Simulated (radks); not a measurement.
# V¹⁴⁺ in [He] 2s2 2p5: an all-electron calculation

The task here is to estimate one member of a computed series from the others.

Program: radks (a radial shooting solver on a logarithmic mesh, Libxc functionals) version 1. Level of theory: scalar-relativistic Kohn-Sham, r2SCAN, spin-polarised, spherical densities, finite nucleus; open shells are filled with parallel spins first. These are calculated values, not measurements, unless marked.

### What is computed

- element: vanadium (Z = 23)
- charge: +14
- electrons: 9
- configuration: [He] 2s2 2p5
- nuclear rms radius: 3.6002 fm

Outer shells as boxes (Hund's rule):

V¹⁴⁺
```
[He] core
2s [↑↓]
2p [↑↓][↑↓][↑ ]
```

The first run:

The run's settings:

```text
Z 23
configuration [He] 2s2 2p5
relativity scalar-relativistic
functional r2scan,r2scan
spin polarised
nucleus finite rms 3.6002 fm
c 137.035999084
```

One table of the session follows, with a row left open; its other results are not shown here.

It belongs to the step «Radial structure». From the orbitals of this run (lengths in bohr):

```
  level      <r>  outermost maximum (interpolated)  90 % within
  1s up        ?                                 ?            ?
1s down  0.06631                            0.0435        0.118
  2s up   0.2976                             0.251        0.459
2s down   0.2984                             0.251        0.460
  2p up   0.2619                             0.203        0.426
2p down   0.2630                             0.203        0.428
```

**Question.** Estimate the row for 1s up.

The run gave: <r>: 0.06637; outermost maximum (interpolated): 0.0435; 90 % within: 0.118. In the column «<r>» it lies between 1s down (0.06631) and 2p up (0.2619).

Limits of these values: Open shells are spherical and high-spin; term and fine-structure splittings are not resolved.
